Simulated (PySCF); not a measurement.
# Sn⁺, Sn²⁺: ionisation energy in cc-pVDZ-PP with ECP28

Each state of tin is computed at each level; their differences give the ionisation energy. How far do the methods differ?

The numbers are computed with PySCF 2.14.0 (unrestricted determinants in a Gaussian basis, no spin-orbit coupling in the energies), except any that are marked as measured or tabulated.

**1. The atom as given**

```
Element                                   : tin (Z = 50)
Basis                                     : cc-pVDZ-PP with ECP28MDF
Hamiltonian                               : a scalar-relativistic core potential
State 1                                   : Sn⁺: [Kr] 4d10 5s2 5p1, 2P determinant
State 2                                   : Sn²⁺: [Kr] 4d10 5s2, closed-shell 1S
Methods                                   : UHF, TPSS, r2SCAN, MP2, CCSD(T)
Core shells frozen in the correlated runs : valence: 4s2 4p6 4d10 (for Sn⁺)
```

The outer shells:

Sn+ [Kr] 4d10 5s2 5p1
```
[Kr] core
4d [↑↓][↑↓][↑↓][↑↓][↑↓]
5s [↑↓]
5p [↑ ][  ][  ]
```

Sn2+ [Kr] 4d10 5s2
```
[Kr] core
4d [↑↓][↑↓][↑↓][↑↓][↑↓]
5s [↑↓]
```

The runs were made by one driver on top of PySCF. The scripts below sum up each run's settings (the driver also hands on starting orbitals that pick excited configurations, and frozen orbitals as a list rather than a count), and the logs come from the driver's own runs. The driver starts from symmetry-adapted Hartree-Fock orbitals, holds the occupation by maximum overlap and uses a logarithmic radial grid for functionals, so a plain start would take other cycles.

The driver's launch:

```sh
$ OMP_NUM_THREADS=1 python atomrun2.py TASK.json OUT
```

The integrals over 23 functions and the set-up took 0.07 s of CPU time.

**2. Sn⁺**

UHF:

Input file input.py:

```python
from pyscf import gto, scf, dft, mp, cc
import basis_set_exchange as bse
txt = bse.get_basis("cc-pVDZ-PP", elements=["Sn"], fmt="nwchem", header=False)
cut = txt.index("\nECP")
mol = gto.M(atom="Sn 0 0 0", charge=1, spin=1, symmetry="D2h",
            basis=gto.basis.parse(txt[:cut]),
            ecp={"Sn": gto.basis.parse_ecp(txt[cut:])})
mf = scf.UHF(mol)
mf.irrep_nelec = {'Ag': (4, 4), 'B1g': (1, 1), 'B2g': (1, 1), 'B3g': (1, 1), 'B1u': (1, 1), 'B2u': (2, 1), 'B3u': (1, 1)}
mf.kernel()
```

The program printed:

```text
damping factor = 0
level_shift factor = 0
DIIS = <class 'pyscf.scf.diis.CDIIS'>
diis_start_cycle = 1
diis_space = 10
diis_damp = 0
SCF conv_tol = 1e-09
SCF conv_tol_grad = None
number electrons alpha = 11  beta = 10
cycle= 1 E= -213.082381850547  delta_E= -0.00261  |g|= 0.0158  |ddm|= 0.0804
cycle= 2 E= -213.082718842366  delta_E= -0.000337  |g|= 0.00575  |ddm|= 0.0323
cycle= 3 E= -213.082771574711  delta_E= -5.27e-05  |g|= 0.000283  |ddm|= 0.0235
cycle= 4 E= -213.082771742507  delta_E= -1.68e-07  |g|= 4.72e-05  |ddm|= 0.00461
cycle= 5 E= -213.082771746908  delta_E= -4.4e-09  |g|= 8.9e-06  |ddm|= 0.000692
cycle= 6 E= -213.082771747024  delta_E= -1.16e-10  |g|= 1.25e-06  |ddm|= 9.29e-05
converged SCF energy = -213.082771747024  <S^2> = 0.75950742  2S+1 = 2.0094849
```

Time after the integrals: 0.06 s (1 thread of Neoverse-V1, shared host).

The occupied shells:

```csv
shell,electrons,mean orbital energy (eV),spread (eV),rms radius (bohr)
4s α,1,-167.51,0,0.879
4s β,1,-167.39,0,0.879
4p α,3,-118.13,0.137,0.953
4p β,3,-118.00,0.521,0.953
4d α,5,-43.679,0.365,1.17
4d β,5,-43.555,0.597,1.17
5s α,1,-21.915,0,2.54
5s β,1,-19.920,0,2.54
5p α,1,-13.992,0,3.18
```

⟨S²⟩ = 0.760, ⟨L²⟩ = 2.03.

Energies and moments cover only the electrons outside the core potential.

TPSS:

Changes to input.py:

```diff
@@ -7,3 +7,3 @@
             ecp={"Sn": gto.basis.parse_ecp(txt[cut:])})
-mf = scf.UHF(mol)
+mf = dft.UKS(mol, xc="TPSS")
 mf.irrep_nelec = {'Ag': (4, 4), 'B1g': (1, 1), 'B2g': (1, 1), 'B3g': (1, 1), 'B1u': (1, 1), 'B2u': (2, 1), 'B3u': (1, 1)}
```

The program printed:

```text
damping factor = 0
level_shift factor = 0
DIIS = <class 'pyscf.scf.diis.CDIIS'>
diis_start_cycle = 1
diis_space = 10
diis_damp = 0
SCF conv_tol = 1e-09
SCF conv_tol_grad = None
number electrons alpha = 11  beta = 10
XC functionals = TPSS
    J. Tao, J. P. Perdew, V. N. Staroverov, and G. E. Scuseria.,  Phys. Rev. Lett. 91, 146401 (2003)
    J. P. Perdew, J. Tao, V. N. Staroverov, and G. E. Scuseria.,  J. Chem. Phys. 120, 6898 (2004)
    J. Tao, J. P. Perdew, V. N. Staroverov, and G. E. Scuseria.,  Phys. Rev. Lett. 91, 146401 (2003)
    J. P. Perdew, J. Tao, V. N. Staroverov, and G. E. Scuseria.,  J. Chem. Phys. 120, 6898 (2004)
cycle= 1 E= -213.889030320507  delta_E= -0.00742  |g|= 0.0217  |ddm|= 0.472
cycle= 2 E= -213.889157459995  delta_E= -0.000127  |g|= 0.0106  |ddm|= 0.0636
cycle= 3 E= -213.889208468843  delta_E= -5.1e-05  |g|= 0.000526  |ddm|= 0.0322
cycle= 4 E= -213.88920863131  delta_E= -1.62e-07  |g|= 1.85e-05  |ddm|= 0.00262
cycle= 5 E= -213.889208631593  delta_E= -2.84e-10  |g|= 7.37e-08  |ddm|= 7.41e-05
converged SCF energy = -213.889208631593  <S^2> = 0.75201514  2S+1 = 2.0020141
```

It took 0.36 s on 1 thread of Neoverse-V1, shared host, the integrals not counted.

r2SCAN:

Changes to input.py:

```diff
@@ -7,3 +7,3 @@
             ecp={"Sn": gto.basis.parse_ecp(txt[cut:])})
-mf = dft.UKS(mol, xc="TPSS")
+mf = dft.UKS(mol, xc="R2SCAN")
 mf.irrep_nelec = {'Ag': (4, 4), 'B1g': (1, 1), 'B2g': (1, 1), 'B3g': (1, 1), 'B1u': (1, 1), 'B2u': (2, 1), 'B3u': (1, 1)}
```

The program printed:

```text
damping factor = 0
level_shift factor = 0
DIIS = <class 'pyscf.scf.diis.CDIIS'>
diis_start_cycle = 1
diis_space = 10
diis_damp = 0
SCF conv_tol = 1e-09
SCF conv_tol_grad = None
number electrons alpha = 11  beta = 10
XC functionals = R2SCAN
    J. W. Furness, A. D. Kaplan, J. Ning, J. P. Perdew, and J. Sun.,  J. Phys. Chem. Lett. 11, 8208-8215 (2020)
    J. W. Furness, A. D. Kaplan, J. Ning, J. P. Perdew, and J. Sun.,  J. Phys. Chem. Lett. 11, 9248-9248 (2020)
    J. W. Furness, A. D. Kaplan, J. Ning, J. P. Perdew, and J. Sun.,  J. Phys. Chem. Lett. 11, 8208-8215 (2020)
    J. W. Furness, A. D. Kaplan, J. Ning, J. P. Perdew, and J. Sun.,  J. Phys. Chem. Lett. 11, 9248-9248 (2020)
cycle= 1 E= -214.051589964375  delta_E= -0.00738  |g|= 0.0146  |ddm|= 0.461
cycle= 2 E= -214.051706520145  delta_E= -0.000117  |g|= 0.00653  |ddm|= 0.0731
cycle= 3 E= -214.051726125039  delta_E= -1.96e-05  |g|= 0.000609  |ddm|= 0.0169
cycle= 4 E= -214.051726532011  delta_E= -4.07e-07  |g|= 2.28e-05  |ddm|= 0.00312
cycle= 5 E= -214.051726532437  delta_E= -4.26e-10  |g|= 9.43e-07  |ddm|= 0.000124
converged SCF energy = -214.051726532437  <S^2> = 0.75429557  2S+1 = 2.004291
```

It took 0.31 s on 1 thread of Neoverse-V1, shared host, the integrals not counted.

MP2 (valence):

Changes to input.py:

```diff
@@ -7,4 +7,5 @@
             ecp={"Sn": gto.basis.parse_ecp(txt[cut:])})
-mf = dft.UKS(mol, xc="R2SCAN")
+mf = scf.UHF(mol)
 mf.irrep_nelec = {'Ag': (4, 4), 'B1g': (1, 1), 'B2g': (1, 1), 'B3g': (1, 1), 'B1u': (1, 1), 'B2u': (2, 1), 'B3u': (1, 1)}
 mf.kernel()
+mp.UMP2(mf, frozen=9).kernel()
```

This step left no log, only its results.

Time after the integrals: 0.01 s (1 thread of Neoverse-V1, shared host).

With 3 electrons correlated, the MP2 correlation energy is -0.02656 hartree (-0.00186 same spin, -0.02470 opposite spin); the SCS form gives -0.03026. Largest pairs of shells: 5s-5s -0.0158, 5s-5p -0.0108, 5p-5p 0.0000.

CCSD(T) (valence):

Changes to input.py:

```diff
@@ -10,2 +10,3 @@
 mf.kernel()
-mp.UMP2(mf, frozen=9).kernel()
+mycc = cc.CCSD(mf, frozen=9).run()
+mycc.ccsd_t()
```

The program printed:

```text
CC2 = 0
CCSD nocc = (np.int64(2), np.int64(1)), nmo = (14, 14)
frozen orbitals [[0, 1, 2, 3, 4, 5, 6, 7, 8], [0, 1, 2, 3, 4, 5, 6, 7, 8]]
max_cycle = 100
direct = 0
conv_tol = 1e-08
conv_tol_normt = 1e-06
diis_space = 8
diis_start_cycle = 0
Init t2, MP2 energy = -0.0265550549388241
Init E_corr(UCCSD) = -0.0265550549403979
cycle = 1  E_corr(UCCSD) = -0.0350627471825388  dE = -0.00850769224  norm(t1,t2) = 0.0501038
cycle = 2  E_corr(UCCSD) = -0.0379455596612257  dE = -0.00288281248  norm(t1,t2) = 0.0199363
cycle = 3  E_corr(UCCSD) = -0.0397646686839778  dE = -0.00181910902  norm(t1,t2) = 0.00861797
cycle = 4  E_corr(UCCSD) = -0.0397496914615943  dE = 1.49772224e-05  norm(t1,t2) = 0.00101619
cycle = 5  E_corr(UCCSD) = -0.0397609497976925  dE = -1.12583361e-05  norm(t1,t2) = 0.000106219
cycle = 6  E_corr(UCCSD) = -0.0397576921534973  dE = 3.2576442e-06  norm(t1,t2) = 1.65404e-05
cycle = 7  E_corr(UCCSD) = -0.0397592126016898  dE = -1.52044819e-06  norm(t1,t2) = 5.12382e-06
cycle = 8  E_corr(UCCSD) = -0.0397587385869108  dE = 4.74014779e-07  norm(t1,t2) = 1.84525e-06
cycle = 9  E_corr(UCCSD) = -0.039758783803648  dE = -4.52167371e-08  norm(t1,t2) = 2.16921e-07
cycle = 10  E_corr(UCCSD) = -0.0397587843983114  dE = -5.94663416e-10  norm(t1,t2) = 1.71745e-08
UCCSD converged
E(UCCSD) = -213.1225305314227  E_corr = -0.03975878439831137
UCCSD(T) correction = -0.000356258239214807
```

It took 0.09 s on 1 thread of Neoverse-V1, shared host, the integrals not counted.

CCSD correlation -0.03976 hartree, triples -0.00036; total -213.122887. T1 = 0.009, largest double amplitude 0.097.

Radial density 4πr²ρ of Sn⁺ at UHF, the electrons outside the core potential:

```csv
r (bohr),density,spin density
0.00821,2.29e-05,0.000
0.0138,6.11e-05,0.000
0.0232,0.000148,0.000
0.0391,0.000293,0.000
0.0657,0.000593,0.000
0.111,0.00398,0.000
0.186,0.0526,0.000
0.313,0.936,0.003
0.526,11.4,0.041
0.885,22.0,0.011
1.49,6.43,0.122
2.50,1.61,0.436
4.21,0.244,0.136
7.08,0.00698,0.006
```

**3. Sn²⁺: the ladder of methods**

UHF:

Input file input.py:

```python
from pyscf import gto, scf, dft, mp, cc
import basis_set_exchange as bse
txt = bse.get_basis("cc-pVDZ-PP", elements=["Sn"], fmt="nwchem", header=False)
cut = txt.index("\nECP")
mol = gto.M(atom="Sn 0 0 0", charge=2, spin=0, symmetry="D2h",
            basis=gto.basis.parse(txt[:cut]),
            ecp={"Sn": gto.basis.parse_ecp(txt[cut:])})
mf = scf.UHF(mol)
mf.irrep_nelec = {'Ag': (4, 4), 'B1g': (1, 1), 'B2g': (1, 1), 'B3g': (1, 1), 'B1u': (1, 1), 'B2u': (1, 1), 'B3u': (1, 1)}
mf.kernel()
```

The program printed:

```text
damping factor = 0
level_shift factor = 0
DIIS = <class 'pyscf.scf.diis.CDIIS'>
diis_start_cycle = 1
diis_space = 10
diis_damp = 0
SCF conv_tol = 1e-09
SCF conv_tol_grad = None
number electrons alpha = 10  beta = 10
cycle= 1 E= -212.578731335152  delta_E= -9.66e-13  |g|= 2.36e-07  |ddm|= 2.82e-06
converged SCF energy = -212.578731335152  <S^2> = -8.8817842e-15  2S+1 = 1
```

It took 0.05 s on 1 thread of Neoverse-V1, shared host, the integrals not counted.

The occupied shells:

```csv
shell,electrons,mean orbital energy (eV),spread (eV),rms radius (bohr)
4s,2,-176.82,0,0.878
4p,6,-127.41,0,0.953
4d,10,-52.940,0,1.17
5s,2,-28.779,0,2.42
```

⟨S²⟩ = 0.000, ⟨L²⟩ = 0.00.

Energies and moments cover only the electrons outside the core potential.

TPSS:

Changes to input.py:

```diff
@@ -7,3 +7,3 @@
             ecp={"Sn": gto.basis.parse_ecp(txt[cut:])})
-mf = scf.UHF(mol)
+mf = dft.UKS(mol, xc="TPSS")
 mf.irrep_nelec = {'Ag': (4, 4), 'B1g': (1, 1), 'B2g': (1, 1), 'B3g': (1, 1), 'B1u': (1, 1), 'B2u': (1, 1), 'B3u': (1, 1)}
```

The program printed:

```text
damping factor = 0
level_shift factor = 0
DIIS = <class 'pyscf.scf.diis.CDIIS'>
diis_start_cycle = 1
diis_space = 10
diis_damp = 0
SCF conv_tol = 1e-09
SCF conv_tol_grad = None
number electrons alpha = 10  beta = 10
XC functionals = TPSS
    J. Tao, J. P. Perdew, V. N. Staroverov, and G. E. Scuseria.,  Phys. Rev. Lett. 91, 146401 (2003)
    J. P. Perdew, J. Tao, V. N. Staroverov, and G. E. Scuseria.,  J. Chem. Phys. 120, 6898 (2004)
    J. Tao, J. P. Perdew, V. N. Staroverov, and G. E. Scuseria.,  Phys. Rev. Lett. 91, 146401 (2003)
    J. P. Perdew, J. Tao, V. N. Staroverov, and G. E. Scuseria.,  J. Chem. Phys. 120, 6898 (2004)
cycle= 1 E= -213.368149010177  delta_E= -0.00606  |g|= 0.0207  |ddm|= 0.427
cycle= 2 E= -213.368275351026  delta_E= -0.000126  |g|= 0.00896  |ddm|= 0.0492
cycle= 3 E= -213.368308427819  delta_E= -3.31e-05  |g|= 0.000144  |ddm|= 0.0176
cycle= 4 E= -213.368308437474  delta_E= -9.66e-09  |g|= 3.49e-07  |ddm|= 0.000362
cycle= 5 E= -213.368308437474  delta_E= 8.53e-14  |g|= 2.58e-10  |ddm|= 1.03e-06
converged SCF energy = -213.368308437474  <S^2> = -7.1054274e-15  2S+1 = 1
```

It took 0.35 s on 1 thread of Neoverse-V1, shared host, the integrals not counted.

r2SCAN:

Changes to input.py:

```diff
@@ -7,3 +7,3 @@
             ecp={"Sn": gto.basis.parse_ecp(txt[cut:])})
-mf = dft.UKS(mol, xc="TPSS")
+mf = dft.UKS(mol, xc="R2SCAN")
 mf.irrep_nelec = {'Ag': (4, 4), 'B1g': (1, 1), 'B2g': (1, 1), 'B3g': (1, 1), 'B1u': (1, 1), 'B2u': (1, 1), 'B3u': (1, 1)}
```

The program printed:

```text
damping factor = 0
level_shift factor = 0
DIIS = <class 'pyscf.scf.diis.CDIIS'>
diis_start_cycle = 1
diis_space = 10
diis_damp = 0
SCF conv_tol = 1e-09
SCF conv_tol_grad = None
number electrons alpha = 10  beta = 10
XC functionals = R2SCAN
    J. W. Furness, A. D. Kaplan, J. Ning, J. P. Perdew, and J. Sun.,  J. Phys. Chem. Lett. 11, 8208-8215 (2020)
    J. W. Furness, A. D. Kaplan, J. Ning, J. P. Perdew, and J. Sun.,  J. Phys. Chem. Lett. 11, 9248-9248 (2020)
    J. W. Furness, A. D. Kaplan, J. Ning, J. P. Perdew, and J. Sun.,  J. Phys. Chem. Lett. 11, 8208-8215 (2020)
    J. W. Furness, A. D. Kaplan, J. Ning, J. P. Perdew, and J. Sun.,  J. Phys. Chem. Lett. 11, 9248-9248 (2020)
cycle= 1 E= -213.523885381648  delta_E= -0.00564  |g|= 0.0158  |ddm|= 0.392
cycle= 2 E= -213.524026061042  delta_E= -0.000141  |g|= 0.00637  |ddm|= 0.0848
cycle= 3 E= -213.524041800178  delta_E= -1.57e-05  |g|= 0.000332  |ddm|= 0.0059
cycle= 4 E= -213.524041952828  delta_E= -1.53e-07  |g|= 2.6e-06  |ddm|= 0.00335
cycle= 5 E= -213.524041952834  delta_E= -5.8e-12  |g|= 8.86e-08  |ddm|= 1.82e-05
converged SCF energy = -213.524041952834  <S^2> = -7.1054274e-15  2S+1 = 1
```

Time after the integrals: 0.31 s (1 thread of Neoverse-V1, shared host).

MP2 (valence):

Changes to input.py:

```diff
@@ -7,4 +7,5 @@
             ecp={"Sn": gto.basis.parse_ecp(txt[cut:])})
-mf = dft.UKS(mol, xc="R2SCAN")
+mf = scf.UHF(mol)
 mf.irrep_nelec = {'Ag': (4, 4), 'B1g': (1, 1), 'B2g': (1, 1), 'B3g': (1, 1), 'B1u': (1, 1), 'B2u': (1, 1), 'B3u': (1, 1)}
 mf.kernel()
+mp.UMP2(mf, frozen=9).kernel()
```

The driver printed no log here.

It took 0.01 s on 1 thread of Neoverse-V1, shared host, the integrals not counted.

With 2 electrons correlated, the MP2 correlation energy is -0.02174 hartree (0.00000 same spin, -0.02174 opposite spin); the SCS form gives -0.02608. Largest pairs of shells: 5s-5s -0.0217.

CCSD(T) (valence):

Changes to input.py:

```diff
@@ -10,2 +10,3 @@
 mf.kernel()
-mp.UMP2(mf, frozen=9).kernel()
+mycc = cc.CCSD(mf, frozen=9).run()
+mycc.ccsd_t()
```

The program printed:

```text
CC2 = 0
CCSD nocc = 1, nmo = 14
frozen orbitals [0, 1, 2, 3, 4, 5, 6, 7, 8]
max_cycle = 100
direct = 0
conv_tol = 1e-08
conv_tol_normt = 1e-06
diis_space = 8
diis_start_cycle = 0
Init t2, MP2 energy = -212.60046835431  E_corr(MP2) -0.0217370191578653
Init E_corr(CCSD) = -0.0217370191578931
cycle = 1  E_corr(CCSD) = -0.0286247361790783  dE = -0.00688771702  norm(t1,t2) = 0.0429507
cycle = 2  E_corr(CCSD) = -0.0310034594408829  dE = -0.00237872326  norm(t1,t2) = 0.0170319
cycle = 3  E_corr(CCSD) = -0.0325244553282566  dE = -0.00152099589  norm(t1,t2) = 0.00708632
cycle = 4  E_corr(CCSD) = -0.0325059533755147  dE = 1.85019527e-05  norm(t1,t2) = 0.000267957
cycle = 5  E_corr(CCSD) = -0.0325074011800661  dE = -1.44780455e-06  norm(t1,t2) = 2.03036e-05
cycle = 6  E_corr(CCSD) = -0.0325062077174642  dE = 1.1934626e-06  norm(t1,t2) = 4.51172e-06
cycle = 7  E_corr(CCSD) = -0.0325064553972668  dE = -2.47679803e-07  norm(t1,t2) = 9.29177e-07
cycle = 8  E_corr(CCSD) = -0.0325064339757986  dE = 2.14214683e-08  norm(t1,t2) = 1.83124e-07
cycle = 9  E_corr(CCSD) = -0.0325064272375498  dE = 6.73824873e-09  norm(t1,t2) = 8.67947e-08
CCSD converged
E(CCSD) = -212.6112377623899  E_corr = -0.03250642723754983
```

It took 0.05 s on 1 thread of Neoverse-V1, shared host, the integrals not counted.

CCSD correlation -0.03251 hartree, triples 0.00000; total -212.611238. T1 = 0.002, largest double amplitude 0.101. With two correlated electrons the triples vanish and CCSD is exact in this space.

Radial density 4πr²ρ of Sn²⁺ at UHF, the electrons outside the core potential:

```csv
r (bohr),density
0.00821,2.33e-05
0.0138,6.22e-05
0.0232,0.000151
0.0391,0.000298
0.0657,0.000598
0.111,0.00399
0.186,0.0526
0.313,0.935
0.526,11.4
0.885,22.0
1.49,6.37
2.50,1.18
4.21,0.0774
7.08,0.000482
```

**4. Orbital energies side by side**

Highest occupied Hartree-Fock shell of each state: Sn⁺ 5p α at -13.992 eV; Sn²⁺ 5s at -28.779 eV.

**5. The energy differences**

Ionisation energy: Sn⁺ [Kr] 4d10 5s2 5p1 (2P) → Sn²⁺ [Kr] 4d10 5s2 (1S).

```csv
method,value (eV),error (eV),"CPU time, both states (s)"
UHF,13.716,-0.566,0.11
TPSS,14.174,-0.107,0.71
r2SCAN,14.359,+0.077,0.62
MP2 (valence),13.847,-0.435,0.11
SCS-MP2 (valence),13.829,-0.452,0.11
CCSD (valence),13.913,-0.369,
CCSD(T) (valence),13.923,-0.359,0.25
```

Reference: 14.282 eV (measured; NIST levels, between the centres of gravity of the two terms). Errors of the correlated levels include the incompleteness of this basis.

Times are CPU seconds on a shared host without the integrals; correlated rows include their Hartree-Fock run, whose time holds the symmetry-adapted start and any spin-orbit constants, while functionals begin from orbitals already made.

**6. What came out**

```
              quantity                                                      value
ionisation energy, Sn⁺  UHF 13.716, CCSD(T) (valence) 13.923 eV; reference 14.282
```

Accuracy against cost (mean over 1 difference):

```csv
method,mean absolute miss against the measured value (with the measured fine structure taken into account where it is known) (eV),"CPU time, both states (s)"
UHF,0.566,0.11
TPSS,0.107,0.71
r2SCAN,0.077,0.62
MP2 (valence),0.435,0.11
SCS-MP2 (valence),0.452,0.11
CCSD (valence),0.369,
CCSD(T) (valence),0.359,0.25
```

Against experiment r2SCAN comes closest (off by 0.08 eV) and UHF is farthest (0.57 eV). Hartree-Fock falls short because the species with more electrons holds more correlation energy, which it lacks. The basis is finite, and no extrapolation was made. The dearest level timed, TPSS, costs 6.5 times the cheapest, UHF, and differs from the measured value (with the measured fine structure taken into account where it is known) by 0.11 against 0.57 eV.
